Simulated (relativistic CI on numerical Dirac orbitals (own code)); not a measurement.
# Er³²⁺: how the levels respond to the fine-structure constant and the nuclear radius

How sensitive are the low transitions of Er³²⁺ to a change of α? Wanted is q = dE/dx with x = (α/α0)² − 1, and the field-shift factor by the mean square nuclear radius, for the lowest 30 levels.

Method: Dirac-Coulomb-Breit CI, KLI orbitals optimised for each configuration, derivatives by finite differences. Code: relativistic CI on numerical Dirac orbitals (own code) version 4.

## Step 1: Starting point

```
ion                 : Er³²⁺ (Er XXXIII)
nuclear charge      : 68
electrons           : 36
isotope             : A = 166
first configuration : [Ar] 3d10 4s2 4p6
```

Outer shells as boxes (Hund's rule):

[Ar] 3d10 4s2 4p6
```
[Ar] core
3d [↑↓][↑↓][↑↓][↑↓][↑↓]
4s [↑↓]
4p [↑↓][↑↓][↑↓]
```

## Step 2: The run

Settings of the run:

```ini
atom Er  Z=68  charge=32  electrons=36
nucleus A=166  rms_radius_fm=5.2516
hamiltonian dirac-coulomb  breit=on  qed=off  c_scale=1
orbitals kli  potential=per-configuration
slater_scale 1
correlation none
mixing on
configurations
  [Ar] 3d10 4s2 4p6
  [Ar] 3d10 4s2 4p5 4d
  [Ar] 3d10 4s 4p6 4d
  [Ar] 3d10 4s2 4p5 4f
  [Ar] 3d10 4s 4p6 4f
  [Ar] 3d10 4p6 4d2
  [Ar] 3d10 4p5 4d3
  [Ar] 3d10 4p5 4d2 4f
end
derivatives alpha2 +-0.01 radius +-1%
```

The run is started by

```sh
python run_levels.py task.json out
```

One command runs all members of the session, one after another, from task.json.

Before running it: what results should come out? Wanted: lowest level; largest q in size, lowest 30 levels; largest field-shift factor among them.

The runs gave:

```
                             quantity                               value
                         lowest level                             4p6 1S0
  largest q in size, lowest 30 levels        767200 cm⁻¹ (4s 4p6 4f 3F°2)
largest field-shift factor among them  -1.04e+03 GHz/fm² (4s 4p6 4f 3F°2)
```

What this shows: Among these levels the largest q belongs to 4s 4p6 4f 3F°2, a change of configuration. K = 2q/E, the relative sensitivity of a level, hangs on the computed energy: between configurations that lie close it can be off by a factor of several.
